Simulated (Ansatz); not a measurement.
# FGeH3Se3: the cost of one run

Program: Ansatz 0.2.0, Gaussian basis. Level of theory: the settings change from run to run. These are calculated values, not measurements.

### 1 The relaxed structure

The structure was relaxed beforehand with PBE0-D4 in a triple-zeta def2 set.

8 atoms, charge 0, spin multiplicity 1.

Atoms are counted from 1 here; the program's logs count them from 0.

Bond lengths: F1–Ge2 1.740 Å, Ge2–Se3 2.337 Å, Ge2–Se4 2.341 Å, Ge2–Se5 2.337 Å, Se3–H6 1.469 Å, Se4–H7 1.469 Å, Se5–H8 1.470 Å. Angles: F1–Ge2–Se3 110.4°, F1–Ge2–Se4 100.4°, F1–Ge2–Se5 108.2°, Se3–Ge2–Se4 114.8°, Se3–Ge2–Se5 106.0°, Se4–Ge2–Se5 116.7°, Ge2–Se3–H6 91.1°, Ge2–Se4–H7 91.0°, Ge2–Se5–H8 91.0°.

### 2 B2GP-PLYP/pcseg-2

Set apart from the defaults: atoms shaken by 0.08 Å, density fitting with cc-pVTZ-jkfit, high accuracy, the search for lower states set to light.

Contents of in.yaml:

```yaml
crystal:
  periodic: [false, false, false]
  atoms:
    - {symbol: F, position_ang: [1.426479, -1.358213, -0.321119]}
    - {symbol: Ge, position_ang: [0.307272, -0.414377, 0.071048]}
    - {symbol: Se, position_ang: [1.039899, 0.828424, 1.884146]}
    - {symbol: Se, position_ang: [0.241052, 0.916101, -1.892307]}
    - {symbol: Se, position_ang: [-1.609374, -1.421756, 0.791776]}
    - {symbol: H, position_ang: [1.554919, 1.854166, 1.088791]}
    - {symbol: H, position_ang: [-1.093569, 1.747323, -1.208803]}
    - {symbol: H, position_ang: [-1.512488, -2.208963, -0.568628]}
basis:
  gaussian: {orbitals: pcseg-2, fitting: {mean_field: cc-pVTZ-jkfit}}
hamiltonian: {xc: {name: B2GP-PLYP}}
accuracy: high
scf: {lower_state_search: light}
output: {forces: true}
```

The run is started by

```
ansatz run in.yaml --threads 4 --pin off --events-out ev --progress --plain --max-ram 11315MiB
```

What time and memory should one allow on 4 threads of Arm Neoverse V2, shared host?

About 53 s, with a peak of 0.87 GiB.
